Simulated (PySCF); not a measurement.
# [PrO2]+: singlet, from a bent start

The task is one start of a wider search on [PrO2]+: the singlet, from a bent start. It is relaxed, tested by its Hessian and followed downhill if it is a saddle.

Computed with PySCF 2.14.0. Level: PBE0, basis Pr def2-SVP with ECP28, O def2-SVP, scalar-relativistic core potentials, no spin–orbit coupling, density fitting.

## 1. Where the work starts

3 atoms, charge 1, spin multiplicity 1.

Bond lengths: Pr1–O2 1.911 Å, Pr1–O3 1.911 Å. Angles: O2–Pr1–O3 110.0°.

Coordinates in bohr (charge 1 multiplicity 1):
```
Pr    0.0000    0.0000    0.0000
O     2.9582    0.0000    2.0713
O    -2.9582    0.0000    2.0713
```

## 2. The SCF at the typed geometry

The steps below are one call of a driver around PySCF. For each, scf.py gives the equivalent set-up of the SCF; relaxations use the driver's own optimiser. After this first run the driver tries any further starts and a stability analysis.

scf.py

```python
from pyscf import gto, scf, dft
mol = gto.M(atom='''
Pr     0.000000     0.000000     0.000000
O      1.565400     0.000000     1.096100
O     -1.565400     0.000000     1.096100''',
    basis={'Pr': 'def2-SVP', 'O': 'def2-SVP'},
    ecp={'Pr': 'def2-SVP'},
    charge=1, spin=0)
mf = dft.RKS(mol, xc='PBE0')
mf.grids.atom_grid = (50, 194)
mf.grids.prune = None
aux = {'Pr': 'def2-universal-JKFIT', 'O': 'def2-universal-JKFIT'}
mf = mf.density_fit(auxbasis=aux)
mf.conv_tol = 1e-08
mf.diis_space = 10
mf.max_cycle = 60
mf.verbose = 4
# dm0: spherical densities of the free atoms in this basis, scaled to the electron count
mf.diis, mf.max_cycle = scf.ADIIS(), 15
mf.kernel(dm0)
mf.diis, mf.max_cycle = True, 60
mf.kernel(mf.make_rdm1())
```

Run with:

```console
$ OMP_NUM_THREADS=2 python axn.py task.json out
```

The program printed (excerpt; [...] marks lines left out):

```text
[... the frontier levels of the middle cycles are left out ...]
init E= -661.949686748355
  HOMO = -0.786768674391463  LUMO = -0.581134285594017  gap/eV = 5.59560
cycle= 1 E= -664.96380541288  delta_E= -3.01  |g|= 2.98  |ddm|= 3.32
  HOMO = -0.771291056276457  LUMO = -0.746068879878251  gap/eV = 0.68633
cycle= 2 E= -586.335968101701  delta_E= 78.6  |g|= 25.2  |ddm|= 6.05
cycle= 3 E= -285.937607572299  delta_E=  300  |g|= 18.1  |ddm|= 45.8
cycle= 4 E= -631.262544518359  delta_E= -345  |g|= 15.9  |ddm|= 45.5
cycle= 5 E= -665.697041199442  delta_E= -34.4  |g|= 2.48  |ddm|= 3.71
cycle= 6 E= -664.978200141263  delta_E= 0.719  |g|= 4.72  |ddm|= 1.76
cycle= 7 E= -666.590669213673  delta_E= -1.61  |g|=  1.1  |ddm|= 1.63
cycle= 8 E= -666.497004672702  delta_E= 0.0937  |g|= 1.55  |ddm|= 0.898
cycle= 9 E= -666.747951257591  delta_E= -0.251  |g|= 0.162  |ddm|= 0.474
cycle= 10 E= -666.712140478177  delta_E= 0.0358  |g|= 0.55  |ddm|= 0.275
cycle= 11 E= -666.750463936936  delta_E= -0.0383  |g|= 0.133  |ddm|= 0.193
cycle= 12 E= -666.734584852713  delta_E= 0.0159  |g|= 0.405  |ddm|= 0.187
cycle= 13 E= -666.752297787768  delta_E= -0.0177  |g|= 0.0458  |ddm|= 0.116
cycle= 14 E= -666.747190229733  delta_E= 0.00511  |g|= 0.214  |ddm|= 0.0897
cycle= 15 E= -666.752175663416  delta_E= -0.00499  |g|= 0.0592  |ddm|= 0.055
SCF not converged.
init E= -666.752175663416
cycle= 1 E= -666.719857712481  delta_E= 0.0323  |g|= 0.546  |ddm|= 0.196
cycle= 2 E= -665.72612590981  delta_E= 0.994  |g|= 2.48  |ddm|= 1.33
cycle= 3 E= -666.675661695533  delta_E= -0.95  |g|= 0.806  |ddm|=  1.4
cycle= 4 E= -666.674893061978  delta_E= 0.000769  |g|= 0.794  |ddm|= 0.0358
cycle= 5 E= -666.751805716745  delta_E= -0.0769  |g|= 0.077  |ddm|= 0.232
cycle= 6 E= -666.752421867115  delta_E= -0.000616  |g|= 0.0336  |ddm|= 0.0183
cycle= 7 E= -666.752527317926  delta_E= -0.000105  |g|= 0.0152  |ddm|= 0.00879
cycle= 8 E= -666.75255917325  delta_E= -3.19e-05  |g|= 0.00175  |ddm|= 0.00808
cycle= 9 E= -666.75256257138  delta_E= -3.4e-06  |g|= 0.00171  |ddm|= 0.00753
cycle= 10 E= -666.752563814608  delta_E= -1.24e-06  |g|= 0.00105  |ddm|= 0.00491
cycle= 11 E= -666.752564136207  delta_E= -3.22e-07  |g|= 0.000412  |ddm|= 0.00224
cycle= 12 E= -666.752564193623  delta_E= -5.74e-08  |g|= 0.000259  |ddm|= 0.00132
cycle= 13 E= -666.75256420195  delta_E= -8.33e-09  |g|= 6.65e-05  |ddm|= 0.000116
  HOMO = -0.549253436280713  LUMO = -0.415634499713775  gap/eV = 3.63596
Extra cycle  E= -666.752564187567  delta_E= 1.44e-08  |g|= 0.000324  |ddm|= 0.000214
converged SCF energy = -666.752564187567
```

This step, with its further starts and checks, needed 30 s of wall time on 2 threads of Arm Neoverse V1, shared host.

The starts that the driver tried:

```tsv
start	energy (Eh)
the minimal-basis guess	-666.752564
a thermally smeared density	-666.752564
a smeared PBE density	-666.752564
```

No lower closed-shell solution turned up from the other starts or in the test of internal stability.

## 3. Relaxation: bent start, singlet

The program finds C2v symmetry in the start, which this walk keeps. The walk stops when the largest gradient is under 0.0003 Eh/bohr and the energy has settled too.

Edit scf.py of step 2 so:

```diff
@@ -3,3 +3,3 @@
-Pr     0.000000     0.000000     0.000000
-O      1.565400     0.000000     1.096100
-O     -1.565400     0.000000     1.096100''',
+Pr     0.000000     0.000000    -0.202803
+O      1.565400     0.000000     0.893297
+O     -1.565400     0.000000     0.893297''',
@@ -18,5 +18 @@
-# dm0: spherical densities of the free atoms in this basis, scaled to the electron count
-mf.diis, mf.max_cycle = scf.ADIIS(), 15
-mf.kernel(dm0)
-mf.diis, mf.max_cycle = True, 60
-mf.kernel(mf.make_rdm1())
+mf.kernel()
```

Energy and gradient, step by step:

```tsv
step	energy (Eh)	change (kJ/mol)	largest symmetric gradient (Eh/bohr)
0	-666.752564	0.00	0.15887
1	-666.809683	-149.96	0.07677
2	-666.825981	-192.76	0.03560
3	-666.852681	-262.86	0.03634
4	-666.858621	-278.45	0.03182
5	-666.862544	-288.75	0.03623
6	-666.865912	-297.59	0.02094
7	-666.867057	-300.60	0.00235
8	-666.867098	-300.71	0.00043
9	-666.867098	-300.71	0.00001
```

The walk took 42 s.

Geometry (Å) and forces (eV/Å) at some steps:

```
step 0
Pr   0.000   0.000  -0.203   0.000   0.000   8.170
O    1.565   0.000   0.893  -4.911   0.000  -4.085
O   -1.565   0.000   0.893   4.911   0.000  -4.085
step 1
Pr   0.000   0.000  -0.084   0.000   0.000   3.948
O    1.504   0.000   0.834  -1.928   0.000  -1.974
O   -1.504   0.000   0.834   1.928   0.000  -1.974
step 5
Pr   0.000   0.000   0.439   0.000   0.000   0.907
O    1.701   0.000   0.573  -1.863   0.000  -0.454
O   -1.701   0.000   0.573   1.863   0.000  -0.454
step 9
Pr   0.000   0.000   0.528   0.000   0.000   0.000
O    1.666   0.000   0.528  -0.001   0.000   0.000
O   -1.666   0.000   0.528   0.001   0.000   0.000
```

End point (D∞h, 9 steps, 300.7 kJ/mol gained): Pr–O 1.666 Å (×2); O–Pr–O 180.0°.

## 4. Frequencies

On the finer grid the gradient is checked again; gradients at displacements of ±0.02 bohr then give force constants and infrared intensities.

Edit scf.py of step 3 so:

```diff
@@ -3,3 +3,3 @@
-Pr     0.000000     0.000000    -0.202803
-O      1.565400     0.000000     0.893297
-O     -1.565400     0.000000     0.893297''',
+Pr     0.000000     0.000000     0.000000
+O      1.665447     0.000000     0.000000
+O     -1.665447     0.000000    -0.000000''',
@@ -10 +10 @@
-mf.grids.atom_grid = (50, 194)
+mf.grids.atom_grid = (75, 302)
@@ -14 +14 @@
-mf.conv_tol = 1e-08
+mf.conv_tol = 1e-10
```

This SCF starts from the last density.

Log of the central SCF (cycles and frontier levels):

```text
init E= -666.866950629786
  HOMO = -0.561781756949102  LUMO = -0.3638167393781  gap/eV = 5.38690
cycle= 1 E= -666.866950627004  delta_E= 2.78e-09  |g|= 0.000154  |ddm|= 8.28e-05
  HOMO = -0.561745718594285  LUMO = -0.363760144274716  gap/eV = 5.38746
cycle= 2 E= -666.866950576471  delta_E= 5.05e-08  |g|= 0.000657  |ddm|= 0.000352
  HOMO = -0.561774925644407  LUMO = -0.363806007939244  gap/eV = 5.38701
cycle= 3 E= -666.866950629943  delta_E= -5.35e-08  |g|= 5.59e-06  |ddm|= 0.000285
  HOMO = -0.561774917299999  LUMO = -0.363805994405494  gap/eV = 5.38701
cycle= 4 E= -666.866950629949  delta_E= -5.91e-12  |g|= 2.31e-07  |ddm|= 3.11e-06
  HOMO = -0.561774968380831  LUMO = -0.363806068471057  gap/eV = 5.38701
Extra cycle  E= -666.866950629949  delta_E= 2.27e-13  |g|= 1.01e-06  |ddm|= 5.59e-07
converged SCF energy = -666.866950629949
```

The whole step took 31 s.

Geometry: D∞h; Pr–O 1.665 Å (×2); O–Pr–O 180.0°.

Harmonic modes (main isotopes):

```
symmetry  ω (cm⁻¹)  IR (km/mol)
      πu       236         60.2
     σg+       950          0.0
     σu+      1090          344
```

No imaginary mode, so this is a minimum.

Constants and moments:

```
Dipole moment about the centre of mass                          : 0.00 D
Highest occupied level                                          : -15.29 eV
Lowest empty level                                              : -9.90 eV
Rotational constants                                            : 0.19 cm⁻¹
Zero-point energy                                               : 15.0 kJ/mol
Principal polarisabilities                                      : 14.3, 14.3, 38.1 bohr³
Principal traceless quadrupole moments about the centre of mass : -11.32, 5.66, 5.66 D Å
Entropy at 298.15 K and 1 bar                                   : 249.9 J/(mol K)
Heat capacity Cp at 298.15 K                                    : 47.1 J/(mol K)
Enthalpy at 298.15 K above 0 K                                  : 11.52 kJ/mol
Rotational symmetry number                                      : 2
```

Charges (e) and bond orders:

```json
{"atom": "Pr1", "Mulliken": "1.14", "Löwdin": "0.61", "polar tensor": "2.42", "Mayer order to Pr1": "–"}
{"atom": "O2,3", "Mulliken": "-0.07", "Löwdin": "0.20", "polar tensor": "-0.71", "Mayer order to Pr1": "2.36"}
```

Outer orbital energies (eV). occupied: -31.54, -24.43, -17.74, -17.74, -17.03, -16.38, -16.38, -15.29; empty: -9.90, -9.90, -9.28, -9.28.

Mulliken populations on Pr1 (outside its core potential): s 4.06, p 11.82, d 11.57, f 2.33.

## 5. The broken-symmetry singlet

A stability analysis found the closed shell of the lowest minimum unstable towards spin polarisation, so the unrestricted solution is followed.

The program finds D∞h symmetry in the start, which may break.

Edit scf.py of step 4 so:

```diff
@@ -5 +5 @@
-O     -1.665447     0.000000    -0.000000''',
+O     -1.665447     0.000000     0.000000''',
@@ -9,2 +9,2 @@
-mf = dft.RKS(mol, xc='PBE0')
-mf.grids.atom_grid = (75, 302)
+mf = dft.UKS(mol, xc='PBE0')
+mf.grids.atom_grid = (50, 194)
@@ -14 +14 @@
-mf.conv_tol = 1e-10
+mf.conv_tol = 1e-08
```

Energy and gradient, step by step:

```tsv
step	energy (Eh)	change (kJ/mol)	largest gradient (Eh/bohr)
0	-666.868514	0.00	0.00645
1	-666.868597	-0.22	0.00064
2	-666.868598	-0.22	0.00001
```

The walk took 13 s.

It settles in D∞h symmetry, 0.2 kJ/mol below the start, after 2 steps: Pr–O 1.672 Å (×2); O–Pr–O 180.0°.

## 6. Vibrations and properties at this point

As before: finer grid, then central differences.

Edit scf.py of step 5 so:

```diff
@@ -4,2 +4,2 @@
-O      1.665447     0.000000     0.000000
-O     -1.665447     0.000000     0.000000''',
+O      1.671966    -0.000000     0.000000
+O     -1.671966     0.000000    -0.000000''',
@@ -10 +10 @@
-mf.grids.atom_grid = (50, 194)
+mf.grids.atom_grid = (75, 302)
@@ -14 +14 @@
-mf.conv_tol = 1e-08
+mf.conv_tol = 1e-10
```

SCF at the final geometry:

```text
init E= -666.86844576033
[... the frontier-level lines of each cycle are left out ...]
cycle= 1 E= -666.868445760335  delta_E= -4.77e-12  |g|= 4.33e-06  |ddm|= 5.27e-06
Extra cycle  E= -666.868445760299  delta_E= 3.6e-11  |g|= 1.24e-05  |ddm|= 9.61e-06
converged SCF energy = -666.868445760299  <S^2> = 0.29412869  2S+1 = 1.4753016
```

The whole step needed 70 s of wall time on 2 threads of Arm Neoverse V1, shared host.

Geometry: D∞h; Pr–O 1.672 Å (×2); O–Pr–O 180.0°.

Harmonic modes (main isotopes):

| ω (cm⁻¹) | IR (km/mol) |
| --- | --- |
| 238 | 30.8 |
| 239 | 30.8 |
| 909 | 0.0 |
| 1075 | 313 |

All wavenumbers are real: a minimum.

Here the density breaks the symmetry of the frame, and no labels are given; pairs that should be degenerate can split.

Properties at this point:

- Dipole moment about the centre of mass: 0.00 D
- Highest occupied level: -15.39 eV
- Lowest empty level: -9.56 eV
- Rotational constants: 0.1885 cm⁻¹
- Zero-point energy: 14.7 kJ/mol
- Principal polarisabilities: 14.4, 14.4, 39.0 bohr³
- Principal traceless quadrupole moments about the centre of mass: -11.22, 5.61, 5.61 D Å
- Entropy at 298.15 K and 1 bar: 249.9 J/(mol K)
- Heat capacity Cp at 298.15 K: 47.3 J/(mol K)
- Enthalpy at 298.15 K above 0 K: 11.53 kJ/mol
- Rotational symmetry number: 2
- Spin squared ⟨S²⟩: 0.294

Charges (e) and bond orders:

```tsv
atom	Mulliken	Löwdin	polar tensor	spin (Mulliken)	Mayer order to Pr1
Pr1	1.15	0.62	2.38	0.00	–
O2,3	-0.07	0.19	-0.69	0.00	2.34
```

Mulliken populations on Pr1 (outside its core potential): s 4.07, p 11.81, d 11.56, f 2.35.

## 7. The points found, side by side

| spin | group | bonds | imaginary modes (cm⁻¹) | ΔE (kJ/mol) | with zero-point energy |
| --- | --- | --- | --- | --- | --- |
| broken-symmetry (Ms = 0) | D∞h (density of lower symmetry) | Pr–O 1.672 Å (×2) | none | 0.0 | 0.0 |
| singlet | D∞h | Pr–O 1.665 Å (×2) | none | 3.9 | 4.2 |

## 8. What came out

```
                                          quantity                             value
                                           minimum     broken-symmetry (Ms = 0), D∞h
                                          geometry  Pr–O 1.672 Å (×2); O–Pr–O 180.0°
                                wavenumbers (cm⁻¹)               238, 239, 909, 1075
                    dipole moment (centre of mass)                            0.00 D
highest occupied, lowest empty level (either spin)                  -15.39, -9.56 eV
                        polar-tensor charge of Pr1                           +2.38 e
                                 zero-point energy                       14.7 kJ/mol
                               entropy at 298.15 K                   249.9 J/(mol K)
                                              ⟨S²⟩                             0.294
```

From C2v at the start the molecule goes to a D∞h minimum. The strongest infrared band lies at 1075 cm⁻¹ (stretch). Only this shape and spin were tried, so other structures or states may lie lower. The determinant is spin-contaminated (⟨S²⟩ = 0.29, pure value 0.00). The SCF density has lower symmetry than the nuclear frame. Spin–orbit coupling is left out.

The search up to here took 3.2 min.
